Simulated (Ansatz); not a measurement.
LaAs (distorted cell), a check of forces and pressure against finite differences

Run with the Python package of Ansatz (0.2.0).

The script, `run_fdcheck.py`:
```python
# -*- coding: utf-8 -*-
'''Forces and pressure of LaAs against finite differences of the energy, distorted.'''

import logging
import sys
import warnings

import ansatz as az
import numpy as np

logging.basicConfig(stream=sys.stdout, format='%(levelname)s:%(name)s:%(message)s')
log = logging.getLogger('calc')
log.setLevel(logging.INFO)

vectors0 = np.array([
    [0.06093, 3.00835, 3.02951],
    [3.03771, -0.03332, 3.12376],
    [3.07087, 3.13577, -0.06648],
])
sites = [
    ('La', (0.488, 0.50573, 0.52213)),
    ('As', (0.02396, 0.98664, 0.98173)),
]


def on_lattice(cell):
    crystal = az.Crystal(lattice=az.Lattice.of(cell))
    for symbol, position in sites:
        crystal = crystal.atom(symbol, position)
    return crystal

warnings.simplefilter('ignore', az.DeckWarning)

def solve(crystal):
    return (
        crystal.calculation()
        .functional('LDA')
        .occupations(az.OccupationsMethod.FERMI_DIRAC, width=0.1)
        .basis(540, xc_grid=2)
        .kpoints(6, 6, 6)
        .scf(tolerance=1e-09)
        .forces()
        .stress()
        .run(threads=1)
    ).report


centre = solve(on_lattice(vectors0))
start = on_lattice(vectors0)
# move one atom both ways along a Cartesian axis
log.info(f'force on atom 1 along x: analytic {centre["forces_ev_ang"][1][0]:.4f} eV/A')
for h in (0.005, 0.02):
    shift = np.eye(3)[0] * h @ np.linalg.inv(vectors0)
    plus, minus = (solve(start.move(1, to=np.array(sites[1][1]) + sign * shift))['lagrangian_ev'] for sign in (1, -1))
    log.info(f'  step {h} A: numerical {-(plus - minus) / (2 * h):.4f} eV/A')
# P = -dF/dV; the difference feels the change of the plane-wave count with the cell
volume = abs(np.linalg.det(vectors0))
larger, smaller = (solve(on_lattice(vectors0 * (1 + sign * 0.005) ** (1 / 3)))['lagrangian_ev'] for sign in (1, -1))
numerical = -(larger - smaller) / (0.01 * volume) * 160.21766
log.info(f'pressure: analytic {np.trace(centre["stress_gpa"]) / 3:.3f}, numerical {numerical:.3f} GPa')
```

Running `python run_fdcheck.py` prints:
```text
INFO:calc:force on atom 1 along x: analytic 0.7657 eV/A
INFO:calc:  step 0.005 A: numerical 0.7657 eV/A
INFO:calc:  step 0.02 A: numerical 0.7670 eV/A
INFO:calc:pressure: analytic -2.067, numerical -2.065 GPa
```

Reading the output:
- For a metal this k-point mesh is coarse: on a finer one energies can move by several to tens of meV an atom and pressures by half a GPa or more, differences at one mesh by less.
- The program warned that this SCF threshold is loose for forces or stresses.
- Pressure is positive in compression.
- The cell is a database structure, distorted on purpose.
- The central difference errs as the square of the step, so the shorter step is the fairer test; what remains comes from the finite grid and the SCF threshold.
- The script silences the warnings on its input, which a real study should read.
- Wall time of the script: 2.6 min on 1 thread of Arm Neoverse V1, on a shared host, peak memory 0.55 GiB.
